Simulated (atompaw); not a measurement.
# Pseudopotential generation for As: PAW (atompaw), LDA (PW92)

Aim: build the potential from the settings below, then test how well it stands in for the atom: scattering, ghost states and the plane-wave cutoff that it needs.

The numbers are computed with atompaw 4.2.0.5 (LDA (PW92), scalar-relativistic, spin-unpolarised reference atom).

**1. The atom and the settings**

Typed settings, in words:

```json
{"element": "arsenic (As, Z = 33)", "type": "PAW", "frozen core": "[Ar]", "valence charge": "15", "reference configuration": "3d10 4s2 4p3", "partial waves": "4s (bound): rc 2.00 bohr; 4s channel at 0.15 Ry: rc 2.00 bohr; 4p (bound): rc 2.00 bohr; 4p channel at 3.95 Ry: rc 2.00 bohr; 3d (bound): rc 0.75 bohr; 3d channel at -0.05 Ry: rc 0.75 bohr", "local potential": "troulliermartins scheme with l = 3 at 0 Ry, radius 1.70 bohr", "core correction": "smooth core density matched at 1.90 bohr", "augmentation charge": "gaussian compensation charge, radius 1.50 bohr; PAW radius 2.00 bohr; waves and projectors: custom rrkj vanderbiltortho"}
```

The nodes and maxima of the atom's own shells, from an earlier all-electron run, set the scale for the radii.

All-electron outer shells of the reference configuration (LDA (PW92), scalar-relativistic, ld1.x):

| shell | level (eV) | outermost node (bohr) | outermost maximum (bohr) |
| --- | --- | --- | --- |
| 3s | -189.50 | 0.25 | 0.52 |
| 3p | -133.42 | 0.22 | 0.52 |
| 3d | -40.90 | – | 0.47 |
| 4s | -14.70 | 0.73 | 1.61 |
| 4p | -5.34 | 0.78 | 1.97 |

**2. Generation**

Contents of As.input:

```
As 33
LDA-PW scalarrelativistic loggrid 1500 logderivrange -5 5 251
4 4 3 0 0 0
4 1 3
0 0 0
c
c
c
v
c
c
v
v
2
2.00 1.50 1.70 1.90
y
0.15
n
y
3.95
n
y
-0.05
n
custom rrkj vanderbiltortho gaussian
3 0 troulliermartins
2.00
2.00
2.00
2.00
0.75
0.75
PWSCFOUT
UPFDX 0.0125d0 UPFXMIN -7.d0 UPFZMESH 33.d0
END
```

Command:

```sh
atompaw < As.input > As.log
```

Before running it: what results should come out? Wanted: cutoffs for 10 and 1 mRy, occupied levels; bound ghosts; largest phase difference near zero energy, channels read; lowest eigenvalue of the overlap; share of valence orbitals outside the PAW sphere; UPF file.

The runs gave:

| quantity | value |
| --- | --- |
| cutoffs for 10 and 1 mRy, occupied levels | 300 Ry and over 300 Ry |
| bound ghosts | none found |
| largest phase difference near zero energy, channels read | 0.001 rad |
| lowest eigenvalue of the overlap (Bessel basis) | 0.319 (s) |
| share of valence orbitals outside the PAW sphere | 4s 40 %, 4p 65 %, 3d 1 % |
| UPF file | written |

In words: It counts as very hard, with 300 Ry needed at the looser tolerance. The tighter tolerance needs over 300 Ry, and converged work needs a cutoff nearer that. The slowest occupied level is 3d: taken alone it needs 300 Ry to come within 1 mRy, against 15 Ry for 4p. The Bessel-basis test finds no level below the valence levels. Near zero energy the phases of the channels with partial waves agree within 0.001 rad. These are tests on the free atom; a crystal test is still owed.
